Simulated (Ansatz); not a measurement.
**C₃H₁₀AlN: one species, many methods**

One table from this session's results is given with a row withheld; the runs are named, their logs left out.

The runs use Ansatz 0.2.0, Gaussian basis; functionals in def2-TZVPP, the program's frozen cores in correlated methods.

Levels to be run: LDA (SPW92), PBE-D4, revPBE-D4, BLYP-D4, r2SCAN-D4, B97M-V, PBE0-D4, B3LYP-D4, r2SCANh-D4, r2SCAN0-D4, HSE06-D4, BHLYP-D4, CAM-B3LYP-D4, LC-ωPBE, ωB97X-V, ωB97M-V, B2PLYP, PBE-QIDH; CCSD(T)/def2-SVP; CCSD(T)/def2-TZVPP; MP2/def2-QZVPP; extrapolation to the limit; RPA on PBE.

## The geometry

An earlier PBE0-D4 in a triple-zeta def2 set relaxation fixed the geometry.

SMILES `C[CH2][AlH][CH2]N`, 15 atoms, charge 0, spin multiplicity 1.

Atoms are counted from 1 here; the program's logs count them from 0.

Bond lengths: C1–C2 1.528 Å, C1–H6 1.093 Å, C1–H7 1.094 Å, C1–H8 1.095 Å, C2–Al3 1.962 Å, C2–H9 1.100 Å, C2–H10 1.099 Å, Al3–C4 1.969 Å, Al3–H11 1.596 Å, C4–N5 1.462 Å, C4–H12 1.106 Å, C4–H13 1.100 Å, N5–H14 1.013 Å, N5–H15 1.010 Å. Angles: C2–C1–H6 111.5°, C2–C1–H7 112.2°, C2–C1–H8 111.6°, H6–C1–H7 107.4°, H6–C1–H8 107.1°, H7–C1–H8 106.7°, C1–C2–Al3 118.6°, C1–C2–H9 109.9°, C1–C2–H10 110.4°, Al3–C2–H9 106.3°, Al3–C2–H10 106.9°, H9–C2–H10 103.8°, C2–Al3–C4 124.5°, C2–Al3–H11 118.5°, C4–Al3–H11 117.0°, Al3–C4–N5 114.8°, Al3–C4–H12 109.2°, Al3–C4–H13 104.4° and more.

Geometry (Å):

```tsv
atom	x (Å)	y (Å)	z (Å)
C1	-0.2585	1.4422	1.2740
C2	0.6805	0.2661	1.5381
Al3	0.7546	-1.1886	0.2237
C4	-0.1491	-1.1584	-1.5259
N5	-0.6102	0.1612	-1.9546
H6	-0.0168	1.9451	0.3347
H7	-0.2134	2.1941	2.0679
H8	-1.3021	1.1184	1.2066
H9	1.7119	0.6298	1.6540
H10	0.4539	-0.1938	2.5100
H11	1.5877	-2.5009	0.5858
H12	-0.9238	-1.9471	-1.5492
H13	0.6147	-1.5094	-2.2351
H14	-1.1221	0.1132	-2.8273
H15	-1.2292	0.5775	-1.2732
```

Set-up of the first run:

in.yaml

```yaml
crystal:
  periodic: [false, false, false]
  atoms:
    - {symbol: C, position_ang: [-0.258545, 1.442169, 1.274012]}
    - {symbol: C, position_ang: [0.680541, 0.266059, 1.538072]}
    - {symbol: Al, position_ang: [0.754573, -1.188575, 0.223697]}
    - {symbol: C, position_ang: [-0.149055, -1.158370, -1.525944]}
    - {symbol: N, position_ang: [-0.610154, 0.161172, -1.954632]}
    - {symbol: H, position_ang: [-0.016792, 1.945086, 0.334680]}
    - {symbol: H, position_ang: [-0.213408, 2.194132, 2.067913]}
    - {symbol: H, position_ang: [-1.302066, 1.118394, 1.206638]}
    - {symbol: H, position_ang: [1.711878, 0.629760, 1.654041]}
    - {symbol: H, position_ang: [0.453878, -0.193776, 2.509955]}
    - {symbol: H, position_ang: [1.587678, -2.500877, 0.585836]}
    - {symbol: H, position_ang: [-0.923817, -1.947143, -1.549204]}
    - {symbol: H, position_ang: [0.614669, -1.509409, -2.235134]}
    - {symbol: H, position_ang: [-1.122140, 0.113169, -2.827324]}
    - {symbol: H, position_ang: [-1.229241, 0.577508, -1.273205]}
basis:
  gaussian: {orbitals: def2-TZVPP}
hamiltonian: {xc: lda}
output: {orbitals: {seedname: orbitals}}
```

Steps of the session up to this table: LDA; PBE-D4 (GGA); revPBE-D4 (GGA); BLYP-D4 (GGA); r2SCAN-D4 (meta-GGA); B97M-V (meta-GGA); PBE0-D4 (hybrid); B3LYP-D4 (hybrid); r2SCANh-D4 (hybrid); r2SCAN0-D4 (hybrid); HSE06-D4 (hybrid); BHLYP-D4 (hybrid); CAM-B3LYP-D4 (range-separated); LC-ωPBE (range-separated); ωB97X-V (range-separated); ωB97M-V (range-separated); B2PLYP (double hybrid); PBE-QIDH (double hybrid).

One table of the session follows, with a row left open; its other results are not shown here.

It belongs to the step «Orbital energies across the functionals». 

```
  functional  HOMO (eV)  gap (eV)
 LDA (SPW92)      -5.24      3.39
      PBE-D4      -5.13      3.53
   revPBE-D4      -5.08      3.60
     BLYP-D4      -5.04      3.53
   r2SCAN-D4      -5.42      4.15
      B97M-V      -5.59      4.11
     PBE0-D4      -6.56      5.73
    B3LYP-D4      -6.34      5.28
  r2SCANh-D4      -5.95      4.95
  r2SCAN0-D4      -6.76      6.12
    HSE06-D4      -6.15      4.96
    BHLYP-D4      -7.91      7.82
CAM-B3LYP-D4      -7.99      8.06
     LC-ωPBE          ?         ?
     ωB97X-V      -9.02     10.05
     ωB97M-V      -8.93      9.62
```

**Question.** Estimate the row for LC-ωPBE.

As computed: HOMO (eV): -9.36; gap (eV): 10.55. In the column «HOMO (eV)» it is the lowest.
